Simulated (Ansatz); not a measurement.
# Mg3ZnS4: the cost of one run

Method: DFT PBE, scalar-relativistic, plane waves, PAW, unless a step names another level, in Ansatz 0.2.0.

1 further run of the same task is left out (set aside as unsound or not needed). Runs told in other sessions of the task aren't counted.

## Step 1: The structure to begin with

The structure is tetragonal, space group P4/mmm (No. 123). The conventional cell has a = 3.677 Å, b = 3.677 Å, c = 10.397 Å, α = 90.00°, β = 90.00°, γ = 90.00°. Mg (site symmetry 4mm) has 6 S at 2.57 to 2.63 Å in its first shell of neighbours. Mg (site symmetry 4/mmm) has 6 S at 2.60 to 2.64 Å in its first shell of neighbours. Zn (site symmetry 4/mmm) has 6 S at 2.56 to 2.60 Å in its first shell of neighbours. S (site symmetry 4/mmm) has 2 Mg at 2.57 Å and 4 Zn at 2.60 Å in its first shell of neighbours. S (site symmetry 4mm) is surrounded by 1 Zn at 2.56 Å and 5 Mg at 2.60 to 2.64 Å. Around S (site symmetry 4/mmm) lie 6 Mg at 2.60 to 2.63 Å.

Coordinates:

```
Mg Zn S
1.0
     3.67739    0.00000    0.00000
     0.00000    3.67739    0.00000
     0.00000    0.00000   10.39717
Mg Zn S
3 1 4
Direct
  0.00000 0.00000 0.75271
  0.00000 0.00000 0.24729
  0.50000 0.50000 0.50000
  0.50000 0.50000 0.00000
  0.00000 0.00000 0.00000
  0.50000 0.50000 0.24635
  0.00000 0.00000 0.50000
  0.50000 0.50000 0.75365
```

It is the end of an earlier relaxation with the same method, from a generated guess; it is a trial structure. At a tolerance of 0.02 Å it has space group P4/mmm (No. 123); it has 17.58 Å³/atom, an uncorrected energy of -1.20 eV/atom over the elements and, on its mesh, gap 1.03 eV.

## Step 2: Seeking the band edges over the whole zone

Input file input.yaml:

```yaml
crystal:
  lattice:
    - [3.6773859, 0.0, 0.0]
    - [0.0, 3.6773859, 0.0]
    - [0.0, 0.0, 10.3971707]
  atoms:
    - { symbol: Mg, position: [0.0, 0.0, 0.75271] }
    - { symbol: Mg, position: [0.0, 0.0, 0.24729] }
    - { symbol: Mg, position: [0.5, 0.5, 0.5] }
    - { symbol: Zn, position: [0.5, 0.5, 0.0] }
    - { symbol: S, position: [0.0, 0.0, 0.0] }
    - { symbol: S, position: [0.5, 0.5, 0.24635] }
    - { symbol: S, position: [0.0, 0.0, 0.5] }
    - { symbol: S, position: [0.5, 0.5, 0.75365] }
basis:
  ecutwfc: 420
kpoints:
  mp_grid: { grid: [8, 8, 4] }
  band_path: { path: [VBM, CBM], npoints: 2 }
hamiltonian:
  xc: pbe
scf:
  occupations: { method: gaussian, width: 0.02 }
output:
  forces: false
  stress: false
  eigenvalues: true
checkpoint:
  read: start.run
  write: ck
  compress: false
  write_wavefunctions: false
  write_every: 100000
```

Launch:

```console
> ansatz run input.yaml --threads 4 --pin off --max-ram 8192MiB --backend cpu --events-out ev --progress --plain --runs-dir out
```

What time and memory should one allow on 4 threads of Intel Xeon 6975P-C (Granite Rapids), shared host?

About 6.5 s, with a peak of 0.58 GiB.
